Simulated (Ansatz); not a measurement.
# AlFGeH6Si: one species, many methods

One table from this session's results is given with a row withheld; the runs are named, their logs left out.

Method: functionals in def2-TZVPP, the program's frozen cores in correlated methods; program: Ansatz 0.2.0, Gaussian basis.

Levels to be run: PBE-D4, r2SCAN-D4, PBE0-D4, B3LYP-D4, ωB97X-V, ωB97M-V, B2PLYP; CCSD(T)/def2-TZVPP; MP2/def2-QZVPP; extrapolation to the limit.

## Structure used throughout

An earlier PBE0-D4 in a triple-zeta def2 set relaxation fixed the geometry.

SMILES `F[SiH]([AlH2])[GeH3]`, 10 atoms, charge 0, spin multiplicity 1.

Atoms are counted from 1 here; the program's logs count them from 0.

Bond lengths: F1–Si2 1.618 Å, Si2–Al3 2.461 Å, Si2–Ge4 2.392 Å, Si2–H5 1.495 Å, Al3–H6 1.586 Å, Al3–H7 1.589 Å, Ge4–H8 1.539 Å, Ge4–H9 1.540 Å, Ge4–H10 1.538 Å. Angles: F1–Si2–Al3 111.9°, F1–Si2–Ge4 108.3°, F1–Si2–H5 106.7°, Al3–Si2–Ge4 112.3°, Al3–Si2–H5 111.2°, Ge4–Si2–H5 106.1°, Si2–Al3–H6 122.1°, Si2–Al3–H7 117.5°, H6–Al3–H7 120.3°, Si2–Ge4–H8 111.2°, Si2–Ge4–H9 108.6°, Si2–Ge4–H10 111.9°, H8–Ge4–H9 107.9°, H8–Ge4–H10 108.4°, H9–Ge4–H10 108.7°.

The first run:

Contents of in.yaml:

```yaml
crystal:
  periodic: [false, false, false]
  atoms:
    - {symbol: F, position_ang: [-2.062964, -0.823107, 0.685713]}
    - {symbol: Si, position_ang: [-0.618486, -0.095728, 0.731489]}
    - {symbol: Al, position_ang: [-0.689014, 2.152729, -0.267518]}
    - {symbol: Ge, position_ang: [0.973715, -1.518714, -0.345750]}
    - {symbol: H, position_ang: [-0.214777, -0.035155, 2.169444]}
    - {symbol: H, position_ang: [-1.990521, 2.719718, -0.975275]}
    - {symbol: H, position_ang: [0.641974, 3.018787, -0.222538]}
    - {symbol: H, position_ang: [0.687121, -1.634668, -1.853540]}
    - {symbol: H, position_ang: [2.374848, -0.902342, -0.177297]}
    - {symbol: H, position_ang: [0.981103, -2.932720, 0.258272]}
basis:
  gaussian: {orbitals: def2-TZVPP}
hamiltonian: {xc: pbe, dispersion: d4}
output: {forces: true, orbitals: {seedname: orbitals}}
```

Started as:

```sh
$ ansatz run in.yaml --threads 4 --pin off --events-out ev --progress --plain --max-ram 10444MiB
```

Steps of the session up to this table: PBE-D4 (GGA); r2SCAN-D4 (meta-GGA); PBE0-D4 (hybrid); B3LYP-D4 (hybrid); ωB97X-V (range-separated); ωB97M-V (range-separated); B2PLYP (double hybrid); CCSD(T) in def2-TZVPP; MP2 in def2-QZVPP.

One table of the session follows, with a row left open; its other results are not shown here.

```
            method  atomisation energy (kJ/mol)
            PBE-D4                       2753.3
         r2SCAN-D4                       2793.1
           PBE0-D4                       2737.6
          B3LYP-D4                       2769.4
           ωB97X-V                       2815.9
           ωB97M-V                       2771.8
            B2PLYP                       2738.5
     HF/def2-TZVPP                       2089.2
    MP2/def2-TZVPP                       2722.3
   CCSD/def2-TZVPP                       2707.7
CCSD(T)/def2-TZVPP                       2735.7
           MP2/CBS                            ?
       CCSD(T)/CBS                       2804.6
```

Estimate the missing values for MP2/CBS.

As computed: atomisation energy (kJ/mol): 2791.3. In the column «atomisation energy (kJ/mol)» it lies between ωB97M-V (2771.8) and r2SCAN-D4 (2793.1).

Limits of these values: Free atoms (1 F, 1 Si, 1 Al, 1 Ge, 6 H) were run apart at each level; the atomisation energy is their sum less the molecule, without zero-point or spin-orbit terms.
